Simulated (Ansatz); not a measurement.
# AlF2H6O2Si: the cost of one run

Method: PBE0-D4/def2-SVP, unrestricted; program: Ansatz 0.2.0, Gaussian basis.

30 further runs of the same task are left out: 2 that didn't finish, 28 set aside as unsound or not needed.

### 1 The starting structure

The first end: 12 atoms, charge 0, spin multiplicity 2.

Atoms are counted from 1 here; the program's logs count them from 0.

Bond lengths: Al1–O2 1.780 Å, Al1–F4 1.662 Å, Al1–O6 1.935 Å, O2–Si3 1.656 Å, Si3–H9 1.484 Å, Si3–H10 1.484 Å, Si3–H11 1.485 Å, H5–O6 0.999 Å, O6–H12 0.962 Å, H7–F8 0.996 Å. Angles: O2–Al1–F4 111.6°, O2–Al1–O6 93.7°, F4–Al1–O6 104.5°, Al1–O2–Si3 132.3°, O2–Si3–H9 110.3°, O2–Si3–H10 108.4°, O2–Si3–H11 109.2°, H9–Si3–H10 109.4°, H9–Si3–H11 109.7°, H10–Si3–H11 109.9°, Al1–O6–H5 111.3°, Al1–O6–H12 119.6°, H5–O6–H12 110.3°.

Coordinates:

```
Al   -1.0659    0.9986    0.5428
O    -0.1301   -0.4491    0.1009
Si   -0.5639   -1.8836   -0.6034
F    -1.9705    1.5556   -0.7351
H     1.3347    1.6167    0.5702
O     0.4894    2.1496    0.5724
H     1.2796   -0.1825    0.2932
F     2.1500    0.2744    0.4530
H    -0.3086   -1.8367   -2.0641
H     0.2482   -2.9670    0.0044
H    -2.0065   -2.1335   -0.3552
H     0.5434    2.8576    1.2208
```

The second end:

| atom | x (Å) | y (Å) | z (Å) |
| --- | --- | --- | --- |
| Al1 | -1.0270 | 1.1373 | 0.6233 |
| O2 | -0.0863 | -0.5211 | 0.4068 |
| Si3 | -0.5682 | -1.7828 | -0.6245 |
| F4 | -1.9420 | 1.0205 | -0.7716 |
| H5 | 1.6093 | 1.3028 | 0.5331 |
| O6 | 0.4614 | 2.1078 | 0.4955 |
| H7 | 0.8991 | -0.3559 | 0.4969 |
| F8 | 2.2041 | 0.4856 | 0.5524 |
| H9 | -0.3576 | -1.3938 | -2.0338 |
| H10 | 0.2805 | -2.9425 | -0.2680 |
| H11 | -1.9890 | -2.0296 | -0.3147 |
| H12 | 0.5154 | 2.9716 | 0.9047 |

### 2 The band at PBE0-D4/def2-SVP

File neb/in.yaml:

```yaml
crystal:
  periodic: [false, false, false]
  atoms:
    - {symbol: Al, position_ang: [-1.065859, 0.998623, 0.542822]}
    - {symbol: O, position_ang: [-0.130103, -0.449139, 0.100946]}
    - {symbol: Si, position_ang: [-0.563873, -1.883625, -0.603350]}
    - {symbol: F, position_ang: [-1.970522, 1.555611, -0.735088]}
    - {symbol: H, position_ang: [1.334666, 1.616690, 0.570180]}
    - {symbol: O, position_ang: [0.489358, 2.149561, 0.572413]}
    - {symbol: H, position_ang: [1.279596, -0.182521, 0.293191]}
    - {symbol: F, position_ang: [2.150047, 0.274434, 0.453032]}
    - {symbol: H, position_ang: [-0.308625, -1.836708, -2.064133]}
    - {symbol: H, position_ang: [0.248246, -2.967023, 0.004435]}
    - {symbol: H, position_ang: [-2.006489, -2.133473, -0.355232]}
    - {symbol: H, position_ang: [0.543358, 2.857569, 1.220784]}
basis:
  gaussian: {orbitals: def2-SVP}
magnetization: {spin_polarized: true, initial_magnetization: 1}
hamiltonian: {xc: pbe0, dispersion: d4}
neb:
  images: 5
  climbing: true
  max_iterations: 40
  initial_path: idpp
  final_atoms:
    - {symbol: Al, position_ang: [-1.026984, 1.137307, 0.623297]}
    - {symbol: O, position_ang: [-0.086283, -0.521065, 0.406751]}
    - {symbol: Si, position_ang: [-0.568188, -1.782792, -0.624507]}
    - {symbol: F, position_ang: [-1.941973, 1.020501, -0.771638]}
    - {symbol: H, position_ang: [1.609272, 1.302784, 0.533109]}
    - {symbol: O, position_ang: [0.461378, 2.107783, 0.495548]}
    - {symbol: H, position_ang: [0.899084, -0.355882, 0.496928]}
    - {symbol: F, position_ang: [2.204127, 0.485646, 0.552362]}
    - {symbol: H, position_ang: [-0.357603, -1.393841, -2.033827]}
    - {symbol: H, position_ang: [0.280537, -2.942483, -0.268036]}
    - {symbol: H, position_ang: [-1.988989, -2.029563, -0.314659]}
    - {symbol: H, position_ang: [0.515422, 2.971604, 0.904674]}
```

On the command line:

```bash
> ansatz run in.yaml --threads 5 --pin off --events-out ev --progress --plain --max-ram 66560MiB --backend cpu
```

**Question.** How long does this run take on 5 threads of AMD EPYC 7R13, shared host?

About 3.3 min.
